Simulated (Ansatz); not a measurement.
# NdCdC: the cost of one run

Program: Ansatz 0.2.0. Level of theory: DFT PBE, scalar-relativistic, plane waves, PAW; 4f electrons in the core of a trivalent norm-conserving potential. These are calculated values, not measurements.

**1. Starting point**

It takes space group P-6m2 (No. 187, hexagonal). Conventional cell: a = 4.253 Å, b = 4.253 Å, c = 4.272 Å, α = 90.00°, β = 90.00°, γ = 120.00°. Nd (site symmetry -6m2) has 6 Cd at 3.25 Å and 6 C at 3.25 Å in its first shell of neighbours. Around Cd (site symmetry -6m2) lie 3 C at 2.46 Å. C (site symmetry -6m2) has 3 Cd at 2.46 Å and 6 Nd at 3.25 Å in its first shell of neighbours.

Structure file:

```
Nd Cd C
1.0
     4.25307    0.00000    0.00000
    -2.12654    3.68327    0.00000
     0.00000    0.00000    4.27152
Nd Cd C
1 1 1
Direct
  0.00000 0.00000 0.00000
  0.66667 0.33333 0.50000
  0.33333 0.66667 0.50000
```

The cell is invented: species swapped into a database cell of CeCuSi (P-6m2, No. 187), with Nd on the Ce sites, Cd on the Si sites and C on the Cu sites. Its size is a rough estimate.

**2. The guess as it stands, on a coarse mesh**

The input, input.yaml:

```yaml
crystal:
  lattice:
    - [4.25307331, 0.0, 0.0]
    - [-2.12653666, 3.68326953, 0.0]
    - [0.0, 0.0, 4.27151713]
  atoms:
    - { symbol: Nd, position: [0.0, 0.0, 0.0] }
    - { symbol: Cd, position: [0.66666667, 0.33333333, 0.5] }
    - { symbol: C, position: [0.33333333, 0.66666667, 0.5] }
basis:
  ecutwfc: 660
kpoints:
  mp_grid: { grid: [6, 6, 4] }
hamiltonian:
  xc: pbe
  pseudopotentials:
    kind: paw
    azcp: { Nd: "pseudopotentials/pbe/nc/lanthanide_3plus/Nd.nc.azcp" }
scf:
  occupations: { method: gaussian, width: 0.1 }
  lower_state_search: "off"
output:
  forces: true
  stress: true
  eigenvalues: true
```

Command:

```
$ ansatz run input.yaml --threads 1 --pin off --max-ram 2560MiB --backend cpu --events-out ev --progress --plain --runs-dir out
```

What time and memory should one allow on 1 thread of Intel Xeon at 2.70GHz, shared host?

About 5.3 s, with a peak of 0.34 GiB.
